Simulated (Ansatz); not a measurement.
# InNH2Cl (SMILES [NH2][In][Cl]) at UHF/STO-3G

What is the energy change on altering one bond length of InNH2Cl at UHF/STO-3G? 

The results are computed with Ansatz 0.2.0.

58 further runs of the same task are left out: 58 set aside as unsound or not needed.

## (1) The system as given

The species is InNH2Cl (5 atoms), meant as a doublet with charge 0. As SMILES, `[NH2][In][Cl]`. The shape is that of a PBE0-D4/def2-TZVP optimisation. This is one conformer, not always the lowest.

Bond lengths: N1–In2 2.072 Å, In2–Cl3 2.369 Å, N1–H4 1.015 Å, N1–H5 1.017 Å. Angles: N1–In2–Cl3 113.1°, In2–N1–H4 113.0°, In2–N1–H5 110.3°, H4–N1–H5 107.4°.

## (2) The energy at UHF/STO-3G

molecule.yaml

```yaml
crystal:
  periodic: [false, false, false]
  atoms:
    - {symbol: N, position_ang: [-0.142600, 0.808600, -0.493900]}
    - {symbol: In, position_ang: [-0.411600, -1.217800, -0.153300]}
    - {symbol: Cl, position_ang: [1.391500, -2.211500, 1.018700]}
    - {symbol: H, position_ang: [-0.999700, 1.283800, -0.756700]}
    - {symbol: H, position_ang: [0.212300, 1.263200, 0.343800]}
basis:
  gaussian: {orbitals: STO-3G}
magnetization: {spin_polarized: true, initial_magnetization: 1}
hamiltonian: {xc: hf}
accuracy: high
output: {orbitals: {seedname: orbitals}}
```

Started as:

```console
$ ansatz run molecule.yaml --threads 1 --pin off --max-ram 2610MiB --events-out events.jsonl --progress --plain --runs-dir runs
```

Log:

```text
Warning: RAYON_NUM_THREADS=1 ignored (pool sized by the plan → 1); use --threads N
Functional definition: HF
  name "HF"
  exchange = exact_x
  correlation = 0
810 factors; integrals over basis functions are off by at most 4.3e-9 eV
mean field evaluation 1: about -168502.4894 eV, gradient 1.2e1 eV
mean field evaluation 2: about -168502.5770 eV, gradient 1.2e1 eV
mean field evaluation 4: about -168504.3572 eV, gradient 1.7e0 eV
mean field evaluation 8: about -168504.4453 eV, gradient 6.5e-2 eV
mean field evaluation 16: about -168504.4420 eV, gradient 2.3e-8 eV
mean field -168504.44197836 eV, -6192.4240262918 hartree, gradient 2.3e-8 eV, S^2 0.756599; 0 other end points of the search recorded, 0 dependent functions left out
reference -168504.44197836 eV, -6192.4240262918 hartree; 38, 37 occupied and 5, 6 virtual orbitals, 810 factors
Total energy: -168504.44197836 eV, -6192.4240262918 hartree
```

It took 1.4 s on 1 thread of Arm Neoverse V1, shared host; peak memory 0.12 GiB.

## (3) The distorted shape, same level

input.yaml

```yaml
crystal:
  periodic: [false, false, false]
  atoms:
    - symbol: N
      position_ang: [-1.044142, 1.305446, -1.079895]
    - symbol: In
      position_ang: [-1.313142, -0.720954, -0.739295]
    - symbol: Cl
      position_ang: [1.391500, -2.211500, 1.018700]
    - symbol: H
      position_ang: [-1.901242, 1.780646, -1.342695]
    - symbol: H
      position_ang: [-0.689242, 1.760046, -0.242195]
basis:
  gaussian: {orbitals: STO-3G}
magnetization: {spin_polarized: true, initial_magnetization: 1}
hamiltonian: {xc: hf}
accuracy: high
output: {orbitals: {seedname: orbitals}}
```

Started as:

```console
$ ansatz run input.yaml --threads 1 --pin off --max-ram 2610MiB --events-out events.jsonl --progress --plain --runs-dir runs
```

Log (excerpt; [...] marks lines left out):

```text
Warning: RAYON_NUM_THREADS=1 ignored (pool sized by the plan → 1); use --threads N
[... 2 set-up lines as earlier in the session ...]
[...]
771 factors; integrals over basis functions are off by at most 9.3e-9 eV
[...]
mean field -168501.00848089 eV, -6192.2978475871 hartree, gradient 2.0e-8 eV, S^2 0.891737; 4 other end points of the search recorded, 0 dependent functions left out
reference -168501.00848089 eV, -6192.2978475871 hartree; 38, 37 occupied and 5, 6 virtual orbitals, 771 factors
Total energy: -168501.00848089 eV, -6192.2978475871 hartree
```

Run time: 3.9 s. Hardware: 1 thread of Arm Neoverse V1, shared host; peak memory 0.12 GiB.

## (4) Outcome

Level: UHF/STO-3G.

```
                                                           quantity           value
                                          first shape: total energy  -6192.42403 Eh
                    first shape: HOMO energy (highest over α and β)        -5.83 eV
                     first shape: LUMO energy (lowest over α and β)         4.03 eV
                                                  first shape: ⟨S²⟩           0.757
                                      distorted shape: total energy  -6192.29785 Eh
                distorted shape: HOMO energy (highest over α and β)        -4.74 eV
                 distorted shape: LUMO energy (lowest over α and β)         1.87 eV
                                              distorted shape: ⟨S²⟩           0.892
energy change with the In2–Cl3 bond stretched from 2.369 to 3.553 Å        3.433 eV
```

With the In2–Cl3 bond stretched from 2.369 to 3.553 Å the energy rises by 3.43 eV (331 kJ/mol). The first shape isn't relaxed at this level, so the change isn't measured from a minimum. The minimal basis adds a large error of its own. Relativity is left out (first shape) although the molecule holds a heavy atom. ⟨S²⟩ (distorted shape) is 0.89 where a pure doublet has 0.75: the reference is spin-contaminated. Relativity is left out (distorted shape) although the molecule holds a heavy atom.
